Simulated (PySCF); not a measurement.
# F⁺, F²⁺: ionisation energy in def2-TZVP

Each state of fluorine is computed at each level; their differences give the ionisation energy. How far do the methods differ?

Program: PySCF 2.14.0. Level of theory: unrestricted determinants in a Gaussian basis, no spin-orbit coupling in the energies. These are calculated values, not measurements, unless marked.

6 further runs of the same task are left out: 6 set aside as unsound or not needed.

## (1) The atom as given

```
Element                                   : fluorine (Z = 9)
Basis                                     : def2-TZVP
Hamiltonian                               : no relativity, point nucleus
State 1                                   : F⁺: [He] 2s2 2p4, high-spin 3P determinant
State 2                                   : F²⁺: [He] 2s2 2p3, high-spin 4S determinant
Methods                                   : UHF, BP86, TPSS, MP2, CCSD(T)
Core shells frozen in the correlated runs : valence: 1s2 (for F⁺)
```

The outer shells:

F+ [He] 2s2 2p4
```
[He] core
2s [↑↓]
2p [↑↓][↑ ][↑ ]
```

F2+ [He] 2s2 2p3
```
[He] core
2s [↑↓]
2p [↑ ][↑ ][↑ ]
```

One driver process ran all states and methods and kept the integrals in memory. Each run is shown as a PySCF script that sums up its settings (the driver passes frozen orbitals as a list and adds second-order terms of double hybrids); the logs are those of the runs themselves. The driver starts from symmetry-adapted Hartree-Fock orbitals, holds the occupation by maximum overlap and uses a logarithmic radial grid for functionals, so a plain start would take other cycles.

The driver's launch:

```console
> OMP_NUM_THREADS=1 python atomrun2.py TASK.json OUT
```

The integrals over 31 functions and the set-up took 0.07 s of CPU time.

## (2) F⁺

Level: UHF.

input.py

```python
from pyscf import gto, scf, dft, mp, cc
import basis_set_exchange as bse
mol = gto.M(atom="F 0 0 0", charge=1, spin=2, symmetry="D2h",
            basis=gto.basis.parse(bse.get_basis("def2-TZVP", elements=["F"], fmt="nwchem", header=False)))
mf = scf.UHF(mol)
mf.irrep_nelec = {'Ag': (2, 2), 'B1u': (1, 0), 'B2u': (1, 1), 'B3u': (1, 0)}
mf.kernel()
```

Level: BP86.

Changes to input.py:

```diff
@@ -4,3 +4,3 @@
             basis=gto.basis.parse(bse.get_basis("def2-TZVP", elements=["F"], fmt="nwchem", header=False)))
-mf = scf.UHF(mol)
+mf = dft.UKS(mol, xc="B88,P86")
 mf.irrep_nelec = {'Ag': (2, 2), 'B1u': (1, 0), 'B2u': (1, 1), 'B3u': (1, 0)}
```

Level: TPSS.

Changes to input.py:

```diff
@@ -4,3 +4,3 @@
             basis=gto.basis.parse(bse.get_basis("def2-TZVP", elements=["F"], fmt="nwchem", header=False)))
-mf = dft.UKS(mol, xc="B88,P86")
+mf = dft.UKS(mol, xc="TPSS")
 mf.irrep_nelec = {'Ag': (2, 2), 'B1u': (1, 0), 'B2u': (1, 1), 'B3u': (1, 0)}
```

Level: MP2 (valence).

Changes to input.py:

```diff
@@ -4,4 +4,5 @@
             basis=gto.basis.parse(bse.get_basis("def2-TZVP", elements=["F"], fmt="nwchem", header=False)))
-mf = dft.UKS(mol, xc="TPSS")
+mf = scf.UHF(mol)
 mf.irrep_nelec = {'Ag': (2, 2), 'B1u': (1, 0), 'B2u': (1, 1), 'B3u': (1, 0)}
 mf.kernel()
+mp.UMP2(mf, frozen=1).kernel()
```

Level: CCSD(T) (valence).

Changes to input.py:

```diff
@@ -7,2 +7,3 @@
 mf.kernel()
-mp.UMP2(mf, frozen=1).kernel()
+mycc = cc.CCSD(mf, frozen=1).run()
+mycc.ccsd_t()
```

## (3) F²⁺: the ladder of methods

Level: UHF.

input.py

```python
from pyscf import gto, scf, dft, mp, cc
import basis_set_exchange as bse
mol = gto.M(atom="F 0 0 0", charge=2, spin=3, symmetry="D2h",
            basis=gto.basis.parse(bse.get_basis("def2-TZVP", elements=["F"], fmt="nwchem", header=False)))
mf = scf.UHF(mol)
mf.irrep_nelec = {'Ag': (2, 2), 'B1u': (1, 0), 'B2u': (1, 0), 'B3u': (1, 0)}
mf.kernel()
```

Level: BP86.

Changes to input.py:

```diff
@@ -4,3 +4,3 @@
             basis=gto.basis.parse(bse.get_basis("def2-TZVP", elements=["F"], fmt="nwchem", header=False)))
-mf = scf.UHF(mol)
+mf = dft.UKS(mol, xc="B88,P86")
 mf.irrep_nelec = {'Ag': (2, 2), 'B1u': (1, 0), 'B2u': (1, 0), 'B3u': (1, 0)}
```

Level: TPSS.

Changes to input.py:

```diff
@@ -4,3 +4,3 @@
             basis=gto.basis.parse(bse.get_basis("def2-TZVP", elements=["F"], fmt="nwchem", header=False)))
-mf = dft.UKS(mol, xc="B88,P86")
+mf = dft.UKS(mol, xc="TPSS")
 mf.irrep_nelec = {'Ag': (2, 2), 'B1u': (1, 0), 'B2u': (1, 0), 'B3u': (1, 0)}
```

Level: MP2 (valence).

Changes to input.py:

```diff
@@ -4,4 +4,5 @@
             basis=gto.basis.parse(bse.get_basis("def2-TZVP", elements=["F"], fmt="nwchem", header=False)))
-mf = dft.UKS(mol, xc="TPSS")
+mf = scf.UHF(mol)
 mf.irrep_nelec = {'Ag': (2, 2), 'B1u': (1, 0), 'B2u': (1, 0), 'B3u': (1, 0)}
 mf.kernel()
+mp.UMP2(mf, frozen=1).kernel()
```

Level: CCSD(T) (valence).

Changes to input.py:

```diff
@@ -7,2 +7,3 @@
 mf.kernel()
-mp.UMP2(mf, frozen=1).kernel()
+mycc = cc.CCSD(mf, frozen=1).run()
+mycc.ccsd_t()
```

**Question.** What will these runs give?

The runs gave:

| quantity | value |
| --- | --- |
| ionisation energy, F⁺ | UHF 33.409, CCSD(T) (valence) 34.659 eV; reference 34.950 |

Accuracy against cost (mean over 1 difference):

```
           method  mean absolute miss against the measured value (with the measured fine structure taken into account where it is known) (eV)  CPU time, both states (s)
              UHF                                                                                                                       1.541                       0.21
             BP86                                                                                                                       0.621                       0.33
             TPSS                                                                                                                       0.524                       0.77
    MP2 (valence)                                                                                                                       0.352                       0.23
SCS-MP2 (valence)                                                                                                                       0.258                       0.23
   CCSD (valence)                                                                                                                       0.312                           
CCSD(T) (valence)                                                                                                                       0.291                        1.1
```

What this shows: Against experiment SCS-MP2 (valence) comes closest (off by 0.26 eV) and UHF is farthest (1.54 eV). Hartree-Fock falls short because the species with more electrons holds more correlation energy, which it lacks. The basis is finite, and no extrapolation was made. The dearest level timed, CCSD(T) (valence), costs 5.4 times the cheapest, UHF, and differs from the measured value (with the measured fine structure taken into account where it is known) by 0.29 against 1.54 eV.
